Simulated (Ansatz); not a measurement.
Runs of Ansatz 0.2.0 on MgC2. The structure is tetragonal, space group P4_2/mnm (No. 136). The conventional cell has a = 3.951 Å, b = 3.951 Å, c = 4.987 Å, α = 90.00°, β = 90.00°, γ = 90.00°. Mg (site symmetry mmm) is surrounded by 2 C at 2.17 Å. C (site symmetry m2m) is surrounded by 1 C at 1.26 Å. The cell comes from a database or a generator and needn't be the stable form of this composition.

| task | level | cell | k mesh | smearing | gap on the mesh (eV) | pressure (GPa) | relaxed volume (Å³/atom) |
| --- | --- | --- | --- | --- | --- | --- | --- |
| relaxation of cell and atoms | PBE | relaxed | 5 × 5 × 5 | fermi-dirac 0.05 eV | 2.66 | 0.0 | 12.95 |
| relaxation of cell and atoms | revPBE | relaxed | 5 × 5 × 5 | fermi-dirac 0.05 eV | 2.78 | 0.0 | (a) |
| single point | PBE | as given | 7 × 7 × 6 | gaussian 0.1 eV | (c) | -0.3 | - |
| relaxation of cell and atoms | PBE+D3(BJ) | relaxed | 5 × 5 × 5 | fermi-dirac 0.05 eV | 2.57 | 0.0 | (b) |
| relaxation of cell and atoms | PBE+D4 | relaxed | 5 × 5 × 5 | fermi-dirac 0.05 eV | 2.64 | 0.0 | 12.85 |

Alike in all rows: potentials or basis Ansatz PAW; no spin polarisation; cutoff (eV) 420.

Task: Estimate the missing entries.

Result: (a) 13.29; (b) 12.63; (c) 2.59.

Caveats: odd divisions of the mesh miss points on the zone boundary, where band edges often lie, so the gap on the mesh can be too wide; the plane-wave basis is chosen anew once the cell has moved, so the energies of steps on either side of that aren't comparable (some runs); the potentials were made for another functional, which shifts forces and pressure (some runs); the PAW data sets come from PBE, with cores solved anew for the run's functional, which leaves a small shift of forces and pressure (some runs).

A k mesh can miss the band edges.

Not every run made on this cell is shown here.
